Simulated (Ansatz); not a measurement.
# Pt: the cost of one run

Computed with Ansatz 0.2.0 (DFT r2SCAN, scalar-relativistic, plane waves, PAW, unless a step's input says otherwise).

### 1 The system as given

The structure is cubic, space group Fm-3m (No. 225). Conventional cell: a = 3.924 Å, b = 3.924 Å, c = 3.924 Å, α = 90.00°, β = 90.00°, γ = 90.00°. Around Pt (site symmetry m-3m) lie 12 Pt at 2.77 Å.

Structure file:

```
CELL_PARAMETERS angstrom
2.77469 0.00000 0.00000
-1.38734 2.40295 0.00000
0.00000 0.00000 6.79657
ATOMIC_POSITIONS crystal
Pt 0.00000 0.00000 0.00000
Pt 0.33333 0.66667 0.33333
Pt 0.66667 0.33333 0.66667
```

### 2 Relaxing cell and atoms: Pt, no spin

Contents of input.yaml:

```yaml
crystal:
  lattice:
    - [2.7746870094, 0.0, 0.0]
    - [-1.3873435047, 2.4029494377, 0.0]
    - [0.0, 0.0, 6.7965673689]
  atoms:
    - { symbol: Pt, position: [0.0, 0.0, 0.0] }
    - { symbol: Pt, position: [0.3333333333, 0.6666666667, 0.3333333333] }
    - { symbol: Pt, position: [0.6666666667, 0.3333333333, 0.6666666667] }
scf:
  occupations: { method: methfessel_paxton, width: 0.1 }
output:
  forces: true
  stress: true
  eigenvalues: true
  write_density: true
  write_potential: true
  elf: true
  volumetric_format: npy
hamiltonian:
  xc: r2scan
kpoints:
  mp_grid: { grid: [18, 18, 8] }
relax:
  f_tol: 0.01
  adjacent_minimum: "off"
  cell: { stress_tol: 0.03 }
```

Launch:

```
> ansatz run input.yaml --threads 4 --pin off --max-ram 10240MiB --backend cpu --events-out ev --progress --plain --runs-dir out
```

Q: Estimate wall time and peak memory on 4 threads of Arm Neoverse V2, shared host.

About 60 s, with a peak of 0.77 GiB.
